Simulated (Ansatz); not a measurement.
# ClFH3NOZr: the cost of one run

Method: the settings change from run to run; program: Ansatz 0.2.0, Gaussian basis.

## 1. The geometry

The geometry comes from an earlier relaxation with PBE0-D4 in a triple-zeta def2 set; it is a stationary point, not always the lowest conformer. Zr takes a core potential in def2 sets; no spin-orbit term is included.

SMILES `[NH2][Zr]([OH])([F])[Cl]`, 8 atoms, charge 0, spin multiplicity 1.

Atoms are counted from 1 here; the program's logs count them from 0.

Bond lengths: N1–Zr2 2.014 Å, N1–H6 1.011 Å, N1–H7 1.012 Å, Zr2–O3 1.904 Å, Zr2–F4 1.909 Å, Zr2–Cl5 2.373 Å, O3–H8 0.953 Å. Angles: Zr2–N1–H6 125.7°, Zr2–N1–H7 125.2°, H6–N1–H7 109.0°, N1–Zr2–O3 106.2°, N1–Zr2–F4 108.4°, N1–Zr2–Cl5 109.7°, O3–Zr2–F4 114.1°, O3–Zr2–Cl5 111.0°, F4–Zr2–Cl5 107.5°, Zr2–O3–H8 164.5°.

## 2. CAM-B3LYP/def2-SVP

Set apart from the defaults: multiplicity 3, a grid of angular degree 23.

The input, in.yaml:

```yaml
crystal:
  periodic: [false, false, false]
  atoms:
    - {symbol: N, position_ang: [1.129789, 0.943435, 0.348871]}
    - {symbol: Zr, position_ang: [-0.279512, -0.222744, -0.493792]}
    - {symbol: O, position_ang: [-1.002992, -1.283505, 0.911529]}
    - {symbol: F, position_ang: [0.534878, -1.234106, -1.892740]}
    - {symbol: Cl, position_ang: [-1.955620, 1.136737, -1.479913]}
    - {symbol: H, position_ang: [1.261564, 1.087172, 1.340546]}
    - {symbol: H, position_ang: [1.819402, 1.483339, -0.157298]}
    - {symbol: H, position_ang: [-1.507518, -1.910319, 1.422797]}
basis:
  gaussian: {orbitals: def2-SVP, final_grid: {core_spheres: 8, valence_spheres: 7, degree: 23}}
magnetization: {spin_polarized: true, initial_magnetization: 2}
hamiltonian: {xc: {name: CAM-B3LYP}}
output: {forces: true}
```

Started as:

```
$ ansatz run in.yaml --threads 4 --pin off --events-out ev --progress --plain --max-ram 10444MiB
```

What time and memory should one allow on 4 threads of Arm Neoverse V2, shared host?

About 7 s, with a peak of 0.33 GiB.
